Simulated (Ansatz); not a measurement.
**CH₆AlNSi: small, medium and large basis sets**

Aim: see how fast density functionals converge with the basis set for CH₆AlNSi.

Computed with Ansatz 0.2.0, Gaussian basis. Level: one geometry, several basis sets.

Plan: PBE0-D4/def2-SVP; ωB97M-V/def2-SVP; PBE0-D4/def2-QZVPP; ωB97M-V/def2-QZVPP; the functionals' def2-TZVPP values are taken from earlier runs.

**1. The geometry**

The geometry comes from an earlier relaxation with PBE0-D4 in a triple-zeta def2 set; it is a stationary point, not always the lowest conformer.

SMILES `[SiH3][CH]1[NH][AlH]1`, 10 atoms, charge 0, spin multiplicity 1.

Atoms are counted from 1 here; the program's logs count them from 0.

Bond lengths: Si1–C2 1.853 Å, Si1–H5 1.491 Å, Si1–H6 1.495 Å, Si1–H7 1.495 Å, C2–N3 1.522 Å, C2–Al4 1.926 Å, C2–H8 1.095 Å, N3–Al4 1.718 Å, N3–H9 1.005 Å, Al4–H10 1.568 Å. Angles: C2–Si1–H5 111.0°, C2–Si1–H6 113.4°, C2–Si1–H7 109.4°, H5–Si1–H6 107.8°, H5–Si1–H7 108.3°, H6–Si1–H7 106.7°, Si1–C2–N3 116.7°, Si1–C2–Al4 120.3°, Si1–C2–H8 114.9°, N3–C2–Al4 58.4°, N3–C2–H8 114.5°, Al4–C2–H8 119.6°, C2–N3–Al4 72.7°, C2–N3–H9 120.3°, Al4–N3–H9 165.7°, C2–Al4–N3 49.0°, C2–Al4–H10 164.3°, N3–Al4–H10 146.7°.

Geometry (Å):

```
Si   -1.3390    0.4785   -0.3460
C     0.0441   -0.6996    0.0186
N     1.0219   -0.2882    1.1102
Al    1.8640   -0.2156   -0.3852
H    -2.1471    0.0118   -1.5091
H    -2.2693    0.6782    0.8075
H    -0.7730    1.8215   -0.6771
H    -0.2428   -1.7557    0.0405
H     0.7045   -0.1677    2.0556
H     3.2201    0.0855   -1.1122
```

**2. PBE0-D4 in def2-SVP**

in.yaml reads:

```yaml
crystal:
  periodic: [false, false, false]
  atoms:
    - {symbol: Si, position_ang: [-1.339047, 0.478535, -0.345996]}
    - {symbol: C, position_ang: [0.044103, -0.699620, 0.018598]}
    - {symbol: N, position_ang: [1.021857, -0.288211, 1.110183]}
    - {symbol: Al, position_ang: [1.863990, -0.215552, -0.385169]}
    - {symbol: H, position_ang: [-2.147139, 0.011836, -1.509092]}
    - {symbol: H, position_ang: [-2.269315, 0.678231, 0.807515]}
    - {symbol: H, position_ang: [-0.772998, 1.821502, -0.677090]}
    - {symbol: H, position_ang: [-0.242844, -1.755675, 0.040507]}
    - {symbol: H, position_ang: [0.704514, -0.167672, 2.055633]}
    - {symbol: H, position_ang: [3.220079, 0.085527, -1.112189]}
basis:
  gaussian: {orbitals: def2-SVP}
hamiltonian: {xc: pbe0, dispersion: d4}
output: {orbitals: {seedname: orbitals}}
```

Launch:

```bash
$ ansatz run in.yaml --threads 2 --pin off --events-out ev --progress --plain --max-ram 4352MiB
```

Further steps of the session: ωB97M-V in def2-SVP; PBE0-D4 in def2-QZVPP; ωB97M-V in def2-QZVPP.

**Question.** What will the summary of the whole plan be? Wanted: PBE0-D4: double and triple zeta above quadruple; ωB97M-V: double and triple zeta above quadruple.

As calculated:

| quantity | value |
| --- | --- |
| PBE0-D4: double and triple zeta above quadruple | 8.72, 0.63 eV |
| ωB97M-V: double and triple zeta above quadruple | 8.82, 0.60 eV |

For PBE0-D4 the step from double to triple zeta gains 8.08 eV and the next only 0.63 eV. These are total energies; as a rule much of such shifts cancels in differences, which this series doesn't test. The LUMO of ωB97M-V is positive and keeps falling with the basis (0.90 to 0.33 eV): an unbound level that the basis holds in place.
